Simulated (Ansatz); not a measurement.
I need a relaxation of cell and ions of BaAlSi, space group P-6m2. Use Ansatz 0.2.0, Python API. Settings: PBEsol, PAW, the default cutoff (420 eV here), 4×4×3 k-points, Fermi-Dirac smearing of 0.2 eV.

```xyz
3
Lattice="4.3076 0.0000 0.0000 -2.1538 3.7305 0.0000 0.0000 0.0000 5.2259" Properties=species:S:1:pos:R:3 pbc="T T T"
Ba    0.0000    0.0000    0.0000
Al    2.1538    1.2435    2.6129
Si    0.0000    2.4870    2.6129
```

Script `baalsi_vcrelax.py`:
```python
import warnings

import ansatz as az
from ase.data import atomic_numbers
import numpy as np
import spglib

XC = "pbesol"
KMESH = (4, 4, 3)
SIGMA = 0.2
FORCE_TOL = 0.1

def edges_and_angles(cell):
    cell = np.asarray(cell)
    a, b, c = np.linalg.norm(cell, axis=1)
    cosines = cell[1] @ cell[2] / (b * c), cell[0] @ cell[2] / (a * c), cell[0] @ cell[1] / (a * b)
    return (a, b, c, *np.degrees(np.arccos(cosines)))

warnings.simplefilter("ignore", az.DeckWarning)

crystal = (
    az.Lattice.from_parameters(4.307614, 4.307614, 5.225855, alpha=90, beta=90, gamma=120)
    .space_group(187)
    .atom("Ba", (0.0, 0.0, 0.0))
    .atom("Al", (2 / 3, 1 / 3, 0.5))
    .atom("Si", (1 / 3, 2 / 3, 0.5))
)

base = (
    crystal.calculation()
    .functional(XC)
    .kpoints(*KMESH)
    .occupations(az.OccupationsMethod.FERMI_DIRAC, width=SIGMA)
    .scf(algorithm="density_mixing")
    .relax(force_tolerance=FORCE_TOL, density_extrapolation="second_order", fix_cell=["c/a", "angles"])
)
steps = []


def follow(event):
    if event["event"] != "relax_step":
        return
    row = event["data"]
    steps.append(row)
    print(f"step {row['step']:3d}  E = {row['lagrangian_ev']:.5f} eV  largest force component = {row['allowed_force_max_ev_ang']:.4f} eV/A  P = {row['pressure_gpa']:.3f} GPa")


res = base.session().plan(threads=1).execute(on_event=follow)
rep = res.report

first, last = steps[0], steps[-1]
symbols = [site.symbol for site in res.lattice.sites]
print(f"energy gained {first['lagrangian_ev'] - last['lagrangian_ev']:.4f} eV in {len(steps) - 1} steps")
for label, vectors in (("before", first["cell_ang"]), ("after", res.lattice.cell_ang)):
    print(label, "a b c (A) {:.4f} {:.4f} {:.4f}  angles {:.2f} {:.2f} {:.2f}".format(*edges_and_angles(vectors)), f" V = {abs(np.linalg.det(vectors)):.3f} A^3")
print("final stress xx yy zz (GPa, compression positive):", np.round(np.diag(rep["stress_gpa"]), 3) + 0.0)

fractions = [site.position_frac for site in res.lattice.sites]
numbers = [atomic_numbers[s] for s in symbols]
for tolerance in (1e-3, 1e-2, 1e-1):
    print(f"space group at {tolerance} A:", spglib.get_spacegroup((res.lattice.cell_ang, fractions, numbers), symprec=tolerance))

change = np.array(last["positions_ang"]) @ np.linalg.inv(last["cell_ang"]) - np.array(first["positions_ang"]) @ np.linalg.inv(first["cell_ang"])
moved = np.linalg.norm(change @ np.array(last["cell_ang"]), axis=1)
print("displacement within the cell, strain taken out (A):", " ".join(f"{s}:{d:.3f}" for s, d in zip(symbols, moved)))

print(f"free energy      {rep['free_energy_ev']:.5f} eV")
print(f"per atom         {rep['free_energy_ev'] / len(res.lattice.sites):.5f} eV")
print(f"SCF iterations   {rep['n_iterations']}  (converged: {rep['converged']})")
```

```console
$ python baalsi_vcrelax.py
step   1  E = -7009.91950 eV  largest force component = 0.0000 eV/A  P = -1.734 GPa
step   2  E = -7009.93815 eV  largest force component = 0.0340 eV/A  P = -0.206 GPa
step   3  E = -7009.93849 eV  largest force component = 0.0067 eV/A  P = 0.027 GPa
step   4  E = -7009.93851 eV  largest force component = 0.0003 eV/A  P = 0.001 GPa
step   5  E = -7009.93825 eV  largest force component = 0.0003 eV/A  P = -0.005 GPa
energy gained 0.0188 eV in 4 steps
before a b c (A) 4.3076 4.3076 5.2259  angles 90.00 90.00 120.00  V = 83.977 A^3
after a b c (A) 4.2383 4.2898 5.1417  angles 90.00 90.00 120.00  V = 80.958 A^3
final stress xx yy zz (GPa, compression positive): [ 1.199  0.162 -1.376]
space group at 0.001 A: Pm (6)
space group at 0.01 A: Pm (6)
space group at 0.1 A: P-6m2 (187)
displacement within the cell, strain taken out (A): Ba:0.005 Al:0.002 Si:0.007
free energy      -7009.93825 eV
per atom         -2336.64608 eV
SCF iterations   5  (converged: True)
```

Reading the output:
- These settings explore the input space; cutoff and mesh may be short of convergence.
- Forces vanish by symmetry, so the ions can't move, and the end may be a saddle.
- For a metal this k-point mesh is coarse: on a finer one energies can move by several to tens of meV an atom and pressures by half a GPa or more, differences at one mesh by less.
- Energies along a relaxation are free energies. Rows at an unchanged volume are solved on a plane-wave basis chosen afresh for that cell, so the energy jumps there and such rows are no steps of the walk.
- A Fermi-Dirac width this large means warm electrons, whose thermal share enters the free energy.
- The cell relaxed to the group Pm; tensors and edges are in the axes of the typed cell.
- This cell is a computed structure, which may not be the phase found in nature.
- The script silences the warnings on its input, which a real study should read.
- Timing: 9.9 s on 1 thread of Arm Neoverse V2 (shared host), peak memory 0.43 GiB.

(Lines on the test bed's own set-up are left out of the output.)
